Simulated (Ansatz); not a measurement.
# In2O3: a point defect seen from the nuclei (Y on an In site), part 3 of 3

Wanted: the field gradients around Y on an In site in In2O3, cell charge 0, before and after the neighbours move. The cell is a supercell built from a structure deposited in the COD. Planned: a single point, then a relaxation, then a check of kind with algorithm.

Ansatz 0.2.0; DFT, PBE, plane-wave PAW, default files, scalar-relativistic, as far as a step names no other. Earlier steps stand in the parts before.

## (4) Settings changed: scf.eigensolver.kind = davidson, scf.algorithm = density_mixing

input.yaml reads:

```yaml
crystal:
  lattice:
    - [-5.487, -3.167920927, 4.8366666667]
    - [5.487, -3.167920927, 4.8366666667]
    - [0.0, 6.335841854, 4.8366666667]
  atoms:
    - { symbol: "Y", position: [0.35731, 0.35731, 0.35731] }
    - { symbol: In, position: [0.85731, 0.85731, 0.35731] }
    - { symbol: In, position: [0.85731, 0.35731, 0.85731] }
    - { symbol: In, position: [0.35731, 0.85731, 0.85731] }
    - { symbol: In, position: [0.14269, 0.14269, 0.14269] }
    - { symbol: In, position: [0.64269, 0.64269, 0.14269] }
    - { symbol: In, position: [0.64269, 0.14269, 0.64269] }
    - { symbol: In, position: [0.14269, 0.64269, 0.64269] }
    - { symbol: In, position: [0.64269, 0.64269, 0.64269] }
    - { symbol: In, position: [0.14269, 0.14269, 0.64269] }
    - { symbol: In, position: [0.14269, 0.64269, 0.14269] }
    - { symbol: In, position: [0.64269, 0.14269, 0.14269] }
    - { symbol: In, position: [0.85731, 0.85731, 0.85731] }
    - { symbol: In, position: [0.35731, 0.35731, 0.85731] }
    - { symbol: In, position: [0.35731, 0.85731, 0.35731] }
    - { symbol: In, position: [0.85731, 0.35731, 0.35731] }
    - { symbol: O, position: [0.601, 0.399, 0.75] }
    - { symbol: O, position: [0.101, 0.899, 0.75] }
    - { symbol: O, position: [0.101, 0.399, 0.25] }
    - { symbol: O, position: [0.601, 0.899, 0.25] }
    - { symbol: O, position: [0.75, 0.601, 0.399] }
    - { symbol: O, position: [0.25, 0.101, 0.399] }
    - { symbol: O, position: [0.25, 0.601, 0.899] }
    - { symbol: O, position: [0.75, 0.101, 0.899] }
    - { symbol: O, position: [0.399, 0.75, 0.601] }
    - { symbol: O, position: [0.899, 0.25, 0.601] }
    - { symbol: O, position: [0.899, 0.75, 0.101] }
    - { symbol: O, position: [0.399, 0.25, 0.101] }
    - { symbol: O, position: [0.399, 0.601, 0.25] }
    - { symbol: O, position: [0.899, 0.101, 0.25] }
    - { symbol: O, position: [0.899, 0.601, 0.75] }
    - { symbol: O, position: [0.399, 0.101, 0.75] }
    - { symbol: O, position: [0.25, 0.399, 0.601] }
    - { symbol: O, position: [0.75, 0.899, 0.601] }
    - { symbol: O, position: [0.75, 0.399, 0.101] }
    - { symbol: O, position: [0.25, 0.899, 0.101] }
    - { symbol: O, position: [0.601, 0.25, 0.399] }
    - { symbol: O, position: [0.101, 0.75, 0.399] }
    - { symbol: O, position: [0.101, 0.25, 0.899] }
    - { symbol: O, position: [0.601, 0.75, 0.899] }
kpoints:
  mp_grid: { grid: [3, 3, 3] }
scf:
  occupations: { method: fermi_dirac, width: 0.01 }
  eigensolver: { kind: davidson }
  algorithm: density_mixing
hamiltonian:
  xc: pbe
  pseudopotentials: { kind: paw }
output:
  forces: true
  stress: true
  populations: true
  efg:
    quadrupole_moments_barn: { In: 0.772, O: -0.02558 }
    contact_densities: true
```

Run with:

```console
$ ansatz run input.yaml --threads 1 --pin off --max-ram 3072MiB --backend cpu --events-out ev --progress --plain --runs-dir out
```

The program printed:

```text
Warning: RAYON_NUM_THREADS=1 ignored (pool sized by the plan → 1); use --threads N
Y, In: output.efg is read without spin–orbit coupling, which moves field gradients at and beside such atoms by some per cent and up to a factor of two; PAW files take it under magnetization.noncollinear and magnetization.spin_orbit
Engine: ansatz 0.2.0, aarch64-unknown-linux-gnu
Pseudopotentials: kind: paw
Pseudopotential: Y, paw, valence charge 11, recommended cutoff 420 eV (normal), Y.paw.azcp
Pseudopotential: In, paw, valence charge 13, recommended cutoff 420 eV (normal), In.paw.azcp
Pseudopotential: O, paw, valence charge 6, recommended cutoff 420 eV (normal), O.paw.azcp
Functional definition: PBE
  parameter kappa = 0.804
  parameter beta = 0.06672455060314922
  exchange = pbe_x(kappa = kappa, mu = beta*pi^2/3)
  correlation = pbe_c(beta = beta)
Crystal: 40 atoms, lattice volume = 504.437 Å³
Basis set: ecut = 420 eV, 9899 PW (Γ), exchange–correlation on 108×108×108 points (8 copies of the dense FFT grid, shifted against one another)
Bands: 215, of which v1, the nominal top of the filled ones, is band 175 counted from 1 (174 counted from 0)
Symmetry: 3 space group operations
Space group: R3 (ITA 146), of the structure as read, at distance tolerance 8.0e-5 Å
k-points: 6 of 27 (time reversal used)
Non-local potential: Y, projectors of the file, l = 0: 3, l = 1: 2, l = 2: 2, l = 3: 1
Non-local potential: In, projectors of the file, l = 0: 2, l = 1: 2, l = 2: 2, l = 3: 2
Non-local potential: O, projectors of the file, l = 0: 2, l = 1: 2, l = 2: 1
PAW form: soft (Blöchl's): semilocal exchange-correlation on the pseudo side does not see the compensation charge
PAW one-centre angular grid: Y, 590 points (default); XC on 64 Gauss nodes
PAW one-centre angular grid: In, 590 points (default); XC on 64 Gauss nodes
PAW one-centre angular grid: O, 110 points (default); XC on 64 Gauss nodes
Initial density: superposition of atomic densities (neutral atoms: chi_scale 0, normalization atom), corrected by the library's trained network
Initial wavefunctions: pseudopotential atomic-orbital guess
Functional: x = pbe(κ = 0.804, μ = 0.2195149727645171), c = pbe(β = 0.06672455060314922)
SCF iter   1: F=—  HF=-101440.439952 eV  |F-HF|=—  |Δ(HF+E_count)|=         —  Δρ=1.26e-3  dr2=6.83e-3  ethr=1.77e-3  ⟨swp⟩=18.7  Hψ=6203  notcnv=7
preconditioner: auto → Resta (q_TF=auto, 2.567 Å⁻¹)  ε∞=4.6  [insulator: Δε(μ)=1.555 eV  Ē_g=16.339 eV  σ=0.010 eV  W_gap=1.00  n_scr=152 (ndim 8)  ℏωp=30.8 eV  f_vac=0.019  D(μ)=0.00/eV (n_scr^D=0)  ε∞_Penn≈4.6]
SCF iter   2: F=—  HF=-101440.460323 eV  |F-HF|=—  |Δ(HF+E_count)|=   2.04e-2  Δρ=7.32e-4  dr2=2.05e-3  ethr=1.95e-6  ⟨swp⟩=9.2  Hψ=5909  notcnv=0  defer=72
SCF iter   3: F=—  HF=-101440.461388 eV  |F-HF|=—  |Δ(HF+E_count)|=   1.07e-3  Δρ=3.50e-4  dr2=5.84e-4  ethr=5.85e-7  ⟨swp⟩=8.5  Hψ=3411  notcnv=0  defer=21
SCF iter   4: F=—  HF=-101440.462277 eV  |F-HF|=—  |Δ(HF+E_count)|=   8.88e-4  Δρ=1.23e-4  dr2=7.13e-5  ethr=1.67e-7  ⟨swp⟩=5.7  Hψ=2464  notcnv=0  defer=12
SCF iter   5: F=—  HF=-101440.463265 eV  |F-HF|=—  |Δ(HF+E_count)|=   9.89e-4  Δρ=5.44e-5  dr2=1.15e-5  ethr=2.04e-8  ⟨swp⟩=4.8  Hψ=3108  notcnv=0  defer=8
SCF iter   6: F=—  HF=-101440.463265 eV  |F-HF|=—  |Δ(HF+E_count)|=   4.31e-7  Δρ=2.75e-5  dr2=3.49e-6  ethr=3.29e-9  ⟨swp⟩=3.3  Hψ=3258  notcnv=0  defer=5
SCF iter   7: F=—  HF=-101440.463265 eV  |F-HF|=—  |Δ(HF+E_count)|=   4.95e-8  Δρ=1.32e-5  dr2=7.05e-7  ethr=9.96e-10  ⟨swp⟩=3.3  Hψ=2781  notcnv=0  defer=5
SCF iter   8: F=-101440.463265 eV  HF=-101440.463265 eV  |F-HF|=1.11e-8  |Δ(HF+E_count)|=   7.99e-8  Δρ=4.25e-6  dr2=7.30e-8  ethr=2.02e-10  ⟨swp⟩=3.2  Hψ=2616  notcnv=0  defer=3
SCF 1 converged in 8 iterations: F = -101440.463265 eV  dr2 = 7.30e-8
  Residual-converged pass: ⟨swp⟩=3.0  Hψ=3219  notcnv=0  max |occ|·‖R‖ = 5.5e-6 eV (tolerance 6.7e-6 eV)  dr2=7.45e-8  dr2_onsite=6.84e-9  max |Δocc| = 0.0e0
SCF converged after 8 iterations
Free energy (F): -101440.463265 eV
Harris-Foulkes:  -101440.463265 eV  (|F-HF|=1.11e-8)
Internal energy: -101440.463265 eV  (E = F + TS)
E sigma→0 (E₀):  -101440.463265 eV
Fermi energy:    9.854170 eV
--- Per-component energies (eV) ---
[... 14 lines left out ...]
--- Forces (eV/Å), atoms counted from 1 ---
  atom   1  Y     -0.00000000     0.00000000     0.30937529
  atom   2  In     0.03612720    -0.02607897     0.04264602
  atom   3  In    -0.04064865    -0.01824758     0.04264602
  atom   4  In     0.00452145     0.04432656     0.04264602
  atom   5  In     0.00000000    -0.00000000    -0.27901887
  atom   6  In     0.10220272    -0.08155518     0.00540973
  atom   7  In    -0.12173022    -0.04773256     0.00540973
  atom   8  In     0.01952750     0.12928774     0.00540973
  atom   9  In    -0.00000000     0.00000000     0.08674927
  atom  10  In     0.01762532     0.17494852    -0.06086669
  atom  11  In     0.14269721    -0.10273824    -0.06086669
  atom  12  In    -0.16032253    -0.07221029    -0.06086669
  atom  13  In    -0.00000000     0.00000000     0.01965535
  atom  14  In     0.02996456     0.07599686    -0.05697703
  atom  15  In     0.05083293    -0.06394850    -0.05697703
  atom  16  In    -0.08079749    -0.01204836    -0.05697703
  atom  17  O     -0.10117050    -0.01998294    -0.02456063
  atom  18  O     -0.13637709    -0.00526107    -0.00264402
  atom  19  O      0.31594393     0.07381390    -0.45919553
  atom  20  O     -0.10997290    -0.01182485     0.04466157
  atom  21  O      0.06789098    -0.07762475    -0.02456063
  atom  22  O     -0.22189668     0.23670852    -0.45919553
  atom  23  O      0.06522707    -0.08932690     0.04466157
  atom  24  O      0.07274477    -0.11547549    -0.00264402
  atom  25  O      0.03327952     0.09760769    -0.02456063
  atom  26  O      0.04474583     0.10115175     0.04466157
  atom  27  O      0.06363232     0.12073656    -0.00264402
  atom  28  O     -0.09404725    -0.31052242    -0.45919553
  atom  29  O      0.64776694    -0.79919616     0.51574841
  atom  30  O      0.07996609    -0.03995124     0.00373874
  atom  31  O      0.14019214     0.00253036    -0.01069255
  atom  32  O      0.13299924    -0.05286188    -0.04286398
  atom  33  O      0.36824071     0.96058071     0.51574841
  atom  34  O     -0.07228742     0.12014478    -0.01069255
  atom  35  O     -0.02071990     0.14161166    -0.04286398
  atom  36  O     -0.00538425     0.08922828     0.00373874
  atom  37  O     -1.01600765    -0.16138455     0.51574841
  atom  38  O     -0.11227935    -0.08874979    -0.04286398
  atom  39  O     -0.07458183    -0.04927704     0.00373874
  atom  40  O     -0.06790472    -0.12267513    -0.01069255
  max |Σ_I F_I| component: 2.69e-5 eV/Å
--- Stress (GPa, compression-positive) ---
       10.537694       0.000000      -0.000000
       -0.000000      10.537694       0.000000
       -0.000000       0.000000       9.049477
  P = ⅓ Tr σ = 10.0416 GPa (100.416 kbar)
--- PAW observables at the nuclei: V_zz in 10²¹ V/m², potentials from the cell's mean, atoms counted from 1 ---
  atom   1  Y  V_zz =    +5.780116   η = 0.0000   by run symmetry: allowed
            electrostatic potential = -5719.877611 V   contact ρ = 443896.727685 e/Å³
  atom   2  In V_zz =    +4.864993   η = 0.0119   by run symmetry: allowed   C_q = +90.8142 MHz
            electrostatic potential = -7941.719510 V   contact ρ = 1132925.772311 e/Å³
  atom   3  In V_zz =    +4.864993   η = 0.0119   by run symmetry: allowed   C_q = +90.8142 MHz
            electrostatic potential = -7941.719510 V   contact ρ = 1132925.772313 e/Å³
  atom   4  In V_zz =    +4.864993   η = 0.0119   by run symmetry: allowed   C_q = +90.8142 MHz
            electrostatic potential = -7941.719510 V   contact ρ = 1132925.772307 e/Å³
  atom   5  In V_zz =    +4.575957   η = 0.0000   by run symmetry: allowed   C_q = +85.4188 MHz
            electrostatic potential = -7941.720561 V   contact ρ = 1132926.312738 e/Å³
  atom   6  In V_zz =    +4.973339   η = 0.0819   by run symmetry: allowed   C_q = +92.8367 MHz
            electrostatic potential = -7941.711770 V   contact ρ = 1132925.745778 e/Å³
  atom   7  In V_zz =    +4.973339   η = 0.0819   by run symmetry: allowed   C_q = +92.8367 MHz
            electrostatic potential = -7941.711770 V   contact ρ = 1132925.745774 e/Å³
  atom   8  In V_zz =    +4.973339   η = 0.0819   by run symmetry: allowed   C_q = +92.8367 MHz
            electrostatic potential = -7941.711770 V   contact ρ = 1132925.745778 e/Å³
  atom   9  In V_zz =    +4.787511   η = 0.0000   by run symmetry: allowed   C_q = +89.3679 MHz
            electrostatic potential = -7941.701151 V   contact ρ = 1132926.131134 e/Å³
  atom  10  In V_zz =    +4.734119   η = 0.0125   by run symmetry: allowed   C_q = +88.3712 MHz
            electrostatic potential = -7941.705445 V   contact ρ = 1132925.579685 e/Å³
  atom  11  In V_zz =    +4.734119   η = 0.0125   by run symmetry: allowed   C_q = +88.3712 MHz
            electrostatic potential = -7941.705445 V   contact ρ = 1132925.579687 e/Å³
  atom  12  In V_zz =    +4.734119   η = 0.0125   by run symmetry: allowed   C_q = +88.3712 MHz
            electrostatic potential = -7941.705445 V   contact ρ = 1132925.579686 e/Å³
  atom  13  In V_zz =    +4.828312   η = 0.0000   by run symmetry: allowed   C_q = +90.1295 MHz
            electrostatic potential = -7941.721880 V   contact ρ = 1132925.831022 e/Å³
  atom  14  In V_zz =    +4.878871   η = 0.1335   by run symmetry: allowed   C_q = +91.0733 MHz
            electrostatic potential = -7941.733354 V   contact ρ = 1132925.383857 e/Å³
  atom  15  In V_zz =    +4.878871   η = 0.1335   by run symmetry: allowed   C_q = +91.0733 MHz
            electrostatic potential = -7941.733354 V   contact ρ = 1132925.383870 e/Å³
  atom  16  In V_zz =    +4.878871   η = 0.1335   by run symmetry: allowed   C_q = +91.0733 MHz
            electrostatic potential = -7941.733354 V   contact ρ = 1132925.383860 e/Å³
  atom  17  O  V_zz =    -4.453684   η = 0.5638   by run symmetry: allowed   C_q = +2.7547 MHz
            electrostatic potential = -627.666964 V   contact ρ = 2157.933752 e/Å³
  atom  18  O  V_zz =    -4.565232   η = 0.5383   by run symmetry: allowed   C_q = +2.8237 MHz
            electrostatic potential = -627.695100 V   contact ρ = 2157.938771 e/Å³
  atom  19  O  V_zz =    -5.992054   η = 0.5684   by run symmetry: allowed   C_q = +3.7062 MHz
            electrostatic potential = -627.846890 V   contact ρ = 2157.387655 e/Å³
  atom  20  O  V_zz =    -4.563611   η = 0.4872   by run symmetry: allowed   C_q = +2.8227 MHz
            electrostatic potential = -627.699210 V   contact ρ = 2157.931416 e/Å³
  atom  21  O  V_zz =    -4.453684   η = 0.5638   by run symmetry: allowed   C_q = +2.7547 MHz
            electrostatic potential = -627.666964 V   contact ρ = 2157.933752 e/Å³
  atom  22  O  V_zz =    -5.992054   η = 0.5684   by run symmetry: allowed   C_q = +3.7062 MHz
            electrostatic potential = -627.846890 V   contact ρ = 2157.387655 e/Å³
  atom  23  O  V_zz =    -4.563611   η = 0.4872   by run symmetry: allowed   C_q = +2.8227 MHz
            electrostatic potential = -627.699210 V   contact ρ = 2157.931416 e/Å³
  atom  24  O  V_zz =    -4.565232   η = 0.5383   by run symmetry: allowed   C_q = +2.8237 MHz
            electrostatic potential = -627.695100 V   contact ρ = 2157.938771 e/Å³
  atom  25  O  V_zz =    -4.453684   η = 0.5638   by run symmetry: allowed   C_q = +2.7547 MHz
            electrostatic potential = -627.666964 V   contact ρ = 2157.933752 e/Å³
  atom  26  O  V_zz =    -4.563611   η = 0.4872   by run symmetry: allowed   C_q = +2.8227 MHz
            electrostatic potential = -627.699210 V   contact ρ = 2157.931416 e/Å³
  atom  27  O  V_zz =    -4.565232   η = 0.5383   by run symmetry: allowed   C_q = +2.8237 MHz
            electrostatic potential = -627.695100 V   contact ρ = 2157.938771 e/Å³
  atom  28  O  V_zz =    -5.992054   η = 0.5684   by run symmetry: allowed   C_q = +3.7062 MHz
            electrostatic potential = -627.846890 V   contact ρ = 2157.387655 e/Å³
  atom  29  O  V_zz =    +4.871044   η = 0.8704   by run symmetry: allowed   C_q = -3.0128 MHz
            electrostatic potential = -628.029161 V   contact ρ = 2157.600800 e/Å³
  atom  30  O  V_zz =    -4.539989   η = 0.5683   by run symmetry: allowed   C_q = +2.8081 MHz
            electrostatic potential = -627.723309 V   contact ρ = 2157.949824 e/Å³
  atom  31  O  V_zz =    -4.502599   η = 0.5680   by run symmetry: allowed   C_q = +2.7850 MHz
            electrostatic potential = -627.697780 V   contact ρ = 2157.932420 e/Å³
  atom  32  O  V_zz =    -4.610779   η = 0.5641   by run symmetry: allowed   C_q = +2.8519 MHz
            electrostatic potential = -627.686828 V   contact ρ = 2157.931225 e/Å³
  atom  33  O  V_zz =    +4.871044   η = 0.8704   by run symmetry: allowed   C_q = -3.0128 MHz
            electrostatic potential = -628.029161 V   contact ρ = 2157.600800 e/Å³
  atom  34  O  V_zz =    -4.502599   η = 0.5680   by run symmetry: allowed   C_q = +2.7850 MHz
            electrostatic potential = -627.697780 V   contact ρ = 2157.932420 e/Å³
  atom  35  O  V_zz =    -4.610779   η = 0.5641   by run symmetry: allowed   C_q = +2.8519 MHz
            electrostatic potential = -627.686828 V   contact ρ = 2157.931225 e/Å³
  atom  36  O  V_zz =    -4.539989   η = 0.5683   by run symmetry: allowed   C_q = +2.8081 MHz
            electrostatic potential = -627.723309 V   contact ρ = 2157.949824 e/Å³
  atom  37  O  V_zz =    +4.871044   η = 0.8704   by run symmetry: allowed   C_q = -3.0128 MHz
            electrostatic potential = -628.029161 V   contact ρ = 2157.600800 e/Å³
  atom  38  O  V_zz =    -4.610779   η = 0.5641   by run symmetry: allowed   C_q = +2.8519 MHz
            electrostatic potential = -627.686828 V   contact ρ = 2157.931225 e/Å³
  atom  39  O  V_zz =    -4.539989   η = 0.5683   by run symmetry: allowed   C_q = +2.8081 MHz
            electrostatic potential = -627.723309 V   contact ρ = 2157.949824 e/Å³
  atom  40  O  V_zz =    -4.502599   η = 0.5680   by run symmetry: allowed   C_q = +2.7850 MHz
            electrostatic potential = -627.697780 V   contact ρ = 2157.932420 e/Å³
--- Band table (eV; the first three rows and the last of 6) ---
[... 4 lines left out ...]
--- Löwdin populations: 40 sites ---
  site symbol       q [e]
     0      Y      9.8608
     1     In     11.8185
     2     In     11.8185
     3     In     11.8185
     4     In     11.8254
     5     In     11.8262
     6     In     11.8262
     7     In     11.8262
     8     In     11.8256
     9     In     11.8248
    10     In     11.8248
    11     In     11.8248
    12     In     11.8200
    13     In     11.8245
    14     In     11.8245
    15     In     11.8245
    16      O      6.7441
    17      O      6.7438
    18      O      6.7268
    19      O      6.7442
    20      O      6.7441
    21      O      6.7268
    22      O      6.7442
    23      O      6.7438
    24      O      6.7441
    25      O      6.7442
    26      O      6.7438
    27      O      6.7268
    28      O      6.7145
    29      O      6.7440
    30      O      6.7436
    31      O      6.7447
    32      O      6.7145
    33      O      6.7436
    34      O      6.7447
    35      O      6.7440
    36      O      6.7145
    37      O      6.7447
    38      O      6.7440
    39      O      6.7436
  spilling = 0.003055 (of n_electrons = 350.000000)
```

Wall time 3.1 min (1 thread of Arm Neoverse V2, shared host); peak memory 1.2 GiB.

At the end: gap on the mesh 1.56 eV, largest force 1.151 eV/Å, pressure 10.0 GPa.

Beside the values of step 2 (V_zz in 10²¹ V/m²; 10 of 16 rows, with the four largest changes of size):

| site | atoms | V_zz, PBE | V_zz, new settings | η, PBE | η, new settings |
| --- | --- | --- | --- | --- | --- |
| Y | 1 | 5.78 | 5.78 | 0.00 | 0.00 |
| O29 | 29, 33, 37 | 4.87 | 4.87 | 0.87 | 0.87 |
| O19 | 19, 22, 28 | -5.99 | -5.99 | 0.57 | 0.57 |
| In5 | 5 | 4.58 | 4.58 | 0.00 | 0.00 |
| In10 | 10, 11, 12 | 4.73 | 4.73 | 0.01 | 0.01 |
| In6 | 6, 7, 8 | 4.97 | 4.97 | 0.08 | 0.08 |
| O32 | 32, 35, 38 | -4.61 | -4.61 | 0.56 | 0.56 |
| O17 | 17, 21, 25 | -4.45 | -4.45 | 0.56 | 0.56 |
| In14 | 14, 15, 16 | 4.88 | 4.88 | 0.13 | 0.13 |
| O30 | 30, 36, 39 | -4.54 | -4.54 | 0.57 | 0.57 |

The sizes of the gradients above 0.15 moved by less than 0.1 % at any site. The free energy stayed within 0.1 meV/atom.

## (5) From gradients to spectra (values of step 3)

¹⁷O (I = 5/2, Q = -25.58 mb) at 9.40 T, Larmor frequency 54.3 MHz. Second-order quadrupolar shifts of the central transition; chemical shifts are not computed, so all sites share one zero.

| site | count | C_Q (MHz) | η | ν_Q (MHz) | δ_QIS (ppm) |
| --- | --- | --- | --- | --- | --- |
| O29 | 3 | -2.94 | 0.97 | 0.441 | -23.2 |
| O19 | 3 | 3.56 | 0.60 | 0.534 | -28.9 |
| O32 | 3 | 2.81 | 0.55 | 0.422 | -17.8 |
| O17 | 3 | 2.67 | 0.59 | 0.400 | -16.2 |
| O18 | 3 | 2.74 | 0.52 | 0.411 | -16.7 |

¹⁷O central transition, under fast magic-angle spinning:

kHz, intensity and a bar:
```
     -3.9          0 
     -3.6          1 
     -3.4          2 
     -3.1          2 #
     -2.9          5 #
     -2.7          9 ###
     -2.4         11 ###
     -2.2         17 #####
     -2.0         33 ##########
     -1.7         41 ############
     -1.5         66 ####################
     -1.2        100 ##############################
     -1.0         95 #############################
     -0.8         95 #############################
     -0.5         73 ######################
     -0.3         56 #################
     -0.1         26 ########
      0.2          0
```

## (6) What came out

This closing draws on all 3 parts.

| quantity | value |
| --- | --- |
| state (step 3) | gap on the mesh 1.56 eV, largest force 0.016 eV/Å, pressure 9.7 GPa |
| V_zz by site, step 3 (10²¹ V/m²) | Y 6.09, O29 4.75, O19 -5.75, In5 5.10, In10 4.79, In6 4.74, O32 -4.55, O17 -4.31, … |
| largest C_Q in size, step 3 | 95.3 MHz, ¹¹⁵In at In5 |
| step 3 (ions relaxed) against step 2 | 4 % in the median, 14 % at the site that moves most (small gradients counted from 0.15; In9, 4.79 to 4.12) |
| step 4 (scf.eigensolver.kind = davidson, scf.algorithm = density_mixing) against step 2, before relaxation | less than 0.1 % at any site |

The largest gradient sits at Y (6 O at 2.17–2.31 Å). The runs allow no spin. The relaxation kept the symmetry R3, so a distorted place of lower energy may have been missed. Moves of at most 0.07 Å on relaxation changed gradients by up to 14 % at the worst site (4 % in the median) (gradients over 0.15 counted), a moderate change. At 9.40 T the ¹⁷O line of the largest coupling listed spans about 3.6 kHz under magic-angle spinning and 11 kHz static, from the quadrupolar part alone (no shift anisotropy). The defect repeats with the cell of 40 atoms, so it feels its images: sites between two images don't show the values beside a lone defect, and zeros or small values of η there can come from the images' arrangement. In and O carry a gradient in the pure host already, so the values there aren't the defect's effect alone. The relaxation keeps the site symmetry 3 of the start, so the impurity can move only along its axis; a start off the site could end lower. The cell keeps the host's lattice, where the PBE pressure is 10 GPa. The program warns that gradients near heavy atoms lack spin–orbit coupling.

These are semilocal Kohn-Sham gaps, which aren't the measured quantity. Such gaps usually fall short of the measured ones.
